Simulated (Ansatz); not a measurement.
# ZrB (sextet): from Hartree-Fock to the top rungs, def2-SVP

Aim: climb from Hartree-Fock through coupled cluster for ZrB (sextet) at one geometry and basis, and see what each rung misses.

Computed with Ansatz 0.2.0, Gaussian basis. Level: def2-SVP, core rule «outside noble gas», up to 5 orbitals frozen.

To be run: UHF; CCSD(T) on ROHF; CCSD(T) on UHF; CISD as a restricted active space (open shells left free, so some higher excitations enter); CCSDT(Q) on ROHF; CCSDT(Q) on UHF; CCSDTQ on ROHF.

15 further runs of the same task are left out: 8 for a known fault of the program, 2 that didn't finish, 5 set aside as unsound or not needed. Runs told in other sessions of the task aren't counted.

**1. What is computed**

The geometry is a PBE0/def2-TZVP stationary point (not a proven minimum). No spin-orbit coupling is included. Elements past krypton take def2 core potentials.

2 atoms, charge 0, spin multiplicity 6.

Atoms are counted from 1 here; the program's logs count them from 0.

Bond lengths: Zr1–B2 2.147 Å.

Coordinates:

```xyz
2
BZr
Zr    0.00000    0.00000    0.00000
B     0.00000    0.00000    2.14720
```

**2. UHF**

The input, in.yaml:

```yaml
crystal:
  periodic: [false, false, false]
  atoms:
    - {symbol: Zr, position_ang: [0.000000, 0.000000, 0.000000]}
    - {symbol: B, position_ang: [0.000000, 0.000000, 2.147200]}
basis:
  gaussian: {orbitals: def2-SVP}
magnetization: {spin_polarized: true, initial_magnetization: 5}
hamiltonian: {xc: hf}
output: {orbitals: {seedname: orbitals}}
```

Launch:

```
> ansatz run in.yaml --threads 1 --pin off --events-out ev --progress --plain --max-ram 4096MiB --backend cpu
```

Further steps of the session: CCSD(T) on ROHF; CCSD(T) on UHF; CISD as a restricted active space (open shells left free, so some higher excitations enter); CCSDT(Q) on ROHF; CCSDT(Q) on UHF; CCSDTQ on ROHF.

**Question.** What will the summary of the whole plan be? Wanted: RCCSDTQ from the RHF energy; RMP2 from RCCSDTQ; UMP2 from RCCSDTQ; RCCSD from RCCSDTQ; RCCSD(T) from RCCSDTQ; UCCSD(T) from RCCSDTQ; RCCSDT(Q) from RCCSDTQ; UCCSDT(Q) from RCCSDTQ; T1 diagnostic.

The runs gave:

| quantity | value |
| --- | --- |
| RCCSDTQ from the ROHF energy | -3.5894 eV |
| RMP2 from RCCSDTQ | +17.93 kcal/mol |
| UMP2 from RCCSDTQ | +17.04 kcal/mol |
| RCCSD from RCCSDTQ | +5.87 kcal/mol |
| RCCSD(T) from RCCSDTQ | +1.23 kcal/mol |
| UCCSD(T) from RCCSDTQ | -0.20 kcal/mol |
| RCCSDT(Q) from RCCSDTQ | +0.06 kcal/mol |
| UCCSDT(Q) from RCCSDTQ | -1.46 kcal/mol |
| levels within 1 kcal/mol (43 meV) | UCCSD(T), RCCSDT, RCCSDT(Q) |
| T1 diagnostic | 0.047 |

RCCSD(T) misses by +1.23 kcal/mol, 1.5 % of the correlation energy. CCSD(T) misses by +1.23 kcal/mol on the restricted determinant and by -0.20 kcal/mol on the unrestricted one; the two need not hold the same state or core. These misses are within one basis, not against nature; the frozen cores of restricted and unrestricted runs differ, which can shift their rows.
